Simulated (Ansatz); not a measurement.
# C2H10NPSi: up Jacob's ladder to CCSD(T)

How much do the methods differ for C2H10NPSi? The plan is to run it at one geometry with functionals of several rungs and with coupled cluster. The yardstick is the atomisation energy at the CCSD(T) limit.

Computed with Ansatz 0.2.0, Gaussian basis. Level: functionals in def2-TZVPP, the program's frozen cores in correlated methods.

The runs, in order: PBE-D4, r2SCAN-D4, PBE0-D4, B3LYP-D4, ωB97X-V, ωB97M-V, B2PLYP; CCSD(T)/def2-TZVPP; MP2/def2-QZVPP; extrapolation to the limit.

**1. The geometry**

All runs share one geometry, relaxed beforehand with PBE0-D4 in a triple-zeta def2 set.

SMILES `C[SiH](C)NP`, 15 atoms, charge 0, spin multiplicity 1.

Atoms are counted from 1 here; the program's logs count them from 0.

Bond lengths: C1–Si2 1.865 Å, C1–H6 1.094 Å, C1–H7 1.093 Å, C1–H8 1.093 Å, Si2–C3 1.867 Å, Si2–N4 1.737 Å, Si2–H9 1.494 Å, C3–H10 1.093 Å, C3–H11 1.093 Å, C3–H12 1.093 Å, N4–P5 1.702 Å, N4–H13 1.007 Å, P5–H14 1.425 Å, P5–H15 1.427 Å. Angles: Si2–C1–H6 110.4°, Si2–C1–H7 111.3°, Si2–C1–H8 111.1°, H6–C1–H7 107.6°, H6–C1–H8 108.3°, H7–C1–H8 108.1°, C1–Si2–C3 111.8°, C1–Si2–N4 110.5°, C1–Si2–H9 107.9°, C3–Si2–N4 107.6°, C3–Si2–H9 109.8°, N4–Si2–H9 109.2°, Si2–C3–H10 111.4°, Si2–C3–H11 110.5°, Si2–C3–H12 111.1°, H10–C3–H11 107.6°, H10–C3–H12 108.3°, H11–C3–H12 107.8° and more.

**2. PBE-D4 (GGA)**

Input file in.yaml:

```yaml
crystal:
  periodic: [false, false, false]
  atoms:
    - {symbol: C, position_ang: [-0.515879, -1.569128, 0.428564]}
    - {symbol: Si, position_ang: [0.497850, -0.066740, -0.009133]}
    - {symbol: C, position_ang: [1.185047, -0.173434, -1.741268]}
    - {symbol: N, position_ang: [-0.472775, 1.370255, 0.084314]}
    - {symbol: P, position_ang: [-1.288192, 1.994995, 1.441059]}
    - {symbol: H, position_ang: [0.106776, -2.467818, 0.407281]}
    - {symbol: H, position_ang: [-0.937831, -1.483668, 1.432713]}
    - {symbol: H, position_ang: [-1.340571, -1.705452, -0.275674]}
    - {symbol: H, position_ang: [1.618526, 0.033069, 0.973993]}
    - {symbol: H, position_ang: [1.785455, 0.706205, -1.986569]}
    - {symbol: H, position_ang: [1.827530, -1.051591, -1.844741]}
    - {symbol: H, position_ang: [0.381905, -0.257807, -2.478235]}
    - {symbol: H, position_ang: [-0.445679, 2.018495, -0.685897]}
    - {symbol: H, position_ang: [-2.085988, 0.874031, 1.811622]}
    - {symbol: H, position_ang: [-0.337973, 1.727886, 2.471370]}
basis:
  gaussian: {orbitals: def2-TZVPP}
hamiltonian: {xc: pbe, dispersion: d4}
output: {forces: true, orbitals: {seedname: orbitals}}
```

Launch:

```sh
$ ansatz run in.yaml --threads 2 --pin off --events-out ev --progress --plain --max-ram 32768MiB --backend cuda --devices 0, --max-vram 18GiB
```

After this run come: r2SCAN-D4 (meta-GGA); PBE0-D4 (hybrid); B3LYP-D4 (hybrid); ωB97X-V (range-separated); ωB97M-V (range-separated); B2PLYP (double hybrid); CCSD(T) in def2-TZVPP; MP2 in def2-QZVPP.

Q: Predict the results of all the runs planned. Wanted: atomisation energy, CCSD(T)/CBS; farthest; mean size of error, hybrid; mean size of error, range-separated; gap, smallest and largest; T1 diagnostic; triples share of the correlation energy.

**Answer**, as computed:

| quantity | value |
| --- | --- |
| atomisation energy, CCSD(T)/CBS | 1254.0 kcal/mol |
| functionals within 6.3 kcal/mol (0.5 %) | r2SCAN-D4, PBE0-D4, B3LYP-D4 |
| farthest | B2PLYP (-13.6 kcal/mol) |
| mean size of error, hybrid | 3.7 kcal/mol |
| mean size of error, range-separated | 9.2 kcal/mol |
| gap, smallest and largest | 5.34 eV (PBE-D4), 11.79 eV (ωB97X-V) |
| T1 diagnostic | 0.0108 |
| triples share of the correlation energy | 3.8 % |

PBE-D4 is off by +11.6 kcal/mol. Double hybrids carry the basis error of their MP2 part in triple zeta, and no dispersion term here, so their miss is partly the set-up's. The reference freezes the cores and leaves out relativity and excitations past (T), so misses under about 6.3 kcal/mol can't be ranked. Hartree-Fock recovers 73 % of the binding; the rest is correlation. Orbital gaps span 5.3 to 11.8 eV; exact exchange widens them.
